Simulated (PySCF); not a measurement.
# SmCl3(NH3): how tightly the ligands are held

What does it cost to pull a ligand from SmCl3(NH3)? The species was built from a template and needn't be a known compound.

Computed with PySCF 2.14.0. Level: PBE0, Sm lcecp-1-SVP with ECP51, Cl def2-SVP, N def2-SVP, H def2-SVP; scalar-relativistic core potentials, no spin–orbit coupling.

1 further run of the same task is left out (for a known fault of the program).

### 1 Starting geometry

8 atoms, charge 0, spin multiplicity 1.

Bond lengths: Sm1–Cl2 2.544 Å, Sm1–Cl3 2.544 Å, Sm1–Cl4 2.544 Å, Sm1–N5 2.523 Å, N5–H6 1.023 Å, N5–H7 1.023 Å, N5–H8 1.023 Å. Angles: Cl2–Sm1–Cl3 119.5°, Cl2–Sm1–Cl4 119.5°, Cl2–Sm1–N5 94.2°, Cl3–Sm1–Cl4 119.5°, Cl3–Sm1–N5 94.2°, Cl4–Sm1–N5 94.2°, Sm1–N5–H6 112.3°, Sm1–N5–H7 112.3°, Sm1–N5–H8 112.3°, H6–N5–H7 106.5°, H6–N5–H8 106.5°, H7–N5–H8 106.5°.

Geometry (Å):

```
Sm    0.03805   -0.03805    0.03805
Cl    1.18035    1.92681    1.18035
Cl   -1.92681   -1.18035    1.18035
Cl    1.18035   -1.18035   -1.92681
N    -1.41848    1.41848   -1.41848
H    -2.02866    2.02866   -0.86994
H    -0.86994    2.02866   -2.02866
H    -2.02866    0.86994   -2.02866
```

Formal oxidation states: Sm +3. Each metal's 5 4f electrons lie in its core potential, so multiplicities, spins and levels count the valence alone. An earlier session relaxed this geometry at PBE0, Sm lcecp-1-SVP with ECP51, Cl def2-SVP, N def2-SVP, H def2-SVP (singlet, point group C3v).

### 2 Cl taken off

The ligand (atom 2) keeps its formal charge and a closed shell where it can; ligand and rest are solved at the complex's geometry, in vacuum, with the settings of the relaxation.

| part | charge | state | energy (Eh) |
| --- | --- | --- | --- |
| complex | 0 | singlet | -1471.193150 |
| ligand | -1 | singlet | -459.928134 |
| rest | 1 | singlet | -1010.942364 |

It took 6.6 s on 2 threads of Intel Xeon at 2.50GHz (Skylake/Cascade Lake), shared host.

### 3 Rigid scan of Cl

Atom 2 moves along the line from atom 1; the distance is to the donor, the donors' midpoint or the ring centre. Each point starts from the density of the one before.

| distance (Å) | energy from the relaxed point (eV) |
| --- | --- |
| 2.24 | 0.738 |
| 2.34 | 0.288 |
| 2.44 | 0.064 |
| 2.54 | 0.000 |
| 2.64 | 0.049 |
| 2.74 | 0.175 |
| 2.94 | 0.565 |
| 3.24 | 1.284 |
| 3.64 | 2.223 |
| 4.14 | 3.195 |

Run time: 67 s. Hardware: 2 threads of Intel Xeon at 2.50GHz (Skylake/Cascade Lake), shared host.

### 4 NH3 taken off

The ligand (atoms 5, 6, 7, 8) keeps its formal charge and a closed shell where it can; ligand and rest are solved at the complex's geometry, in vacuum, with the settings of the relaxation.

| part | charge | state | energy (Eh) |
| --- | --- | --- | --- |
| complex | 0 | singlet | -1471.193150 |
| ligand | 0 | singlet | -56.440664 |
| rest | 0 | singlet | -1414.689713 |

Wall time 3 s (2 threads of Intel Xeon at 2.50GHz (Skylake/Cascade Lake), shared host).

### 5 Rigid scan of NH3

Atoms 5, 6, 7, 8 move together along the line from atom 1; the distance is to the donor, the donors' midpoint or the ring centre. Each point starts from the density of the one before.

| distance (Å) | energy from the relaxed point (eV) |
| --- | --- |
| 2.22 | 0.382 |
| 2.32 | 0.147 |
| 2.42 | 0.032 |
| 2.52 | 0.000 |
| 2.62 | 0.024 |
| 2.72 | 0.083 |
| 2.92 | 0.258 |
| 3.22 | 0.552 |
| 3.62 | 0.888 |
| 4.12 | 1.179 |

Run time: 56 s. Hardware: 2 threads of Intel Xeon at 2.50GHz (Skylake/Cascade Lake), shared host.

### 6 Summary of results

| quantity | value |
| --- | --- |
| taking off Cl | 8.78 eV |
| stiffness of the Cl contact | 11.3 eV/Å² |
| taking off NH3 | 1.71 eV |
| stiffness of the NH3 contact | 5.6 eV/Å² |

**Reading.** Taking off Cl as a fragment of charge -1 costs 8.78 eV, much of it the attraction of the two charges. Near 2.54 Å the Cl contact has a stiffness of about 11.3 eV/Å², and the energy stands 3.20 eV higher at 4.14 Å. Taking off NH3 as a fragment of charge +0 costs 1.71 eV. Near 2.52 Å the NH3 contact has a stiffness of about 5.6 eV/Å², and the energy stands 1.18 eV higher at 4.12 Å. The free anion is solved without diffuse functions, no counterpoise correction is made, and the parts aren't relaxed; each of these makes the binding look larger. These are double-zeta-type bases without diffuse functions. Spin–orbit coupling is left out.
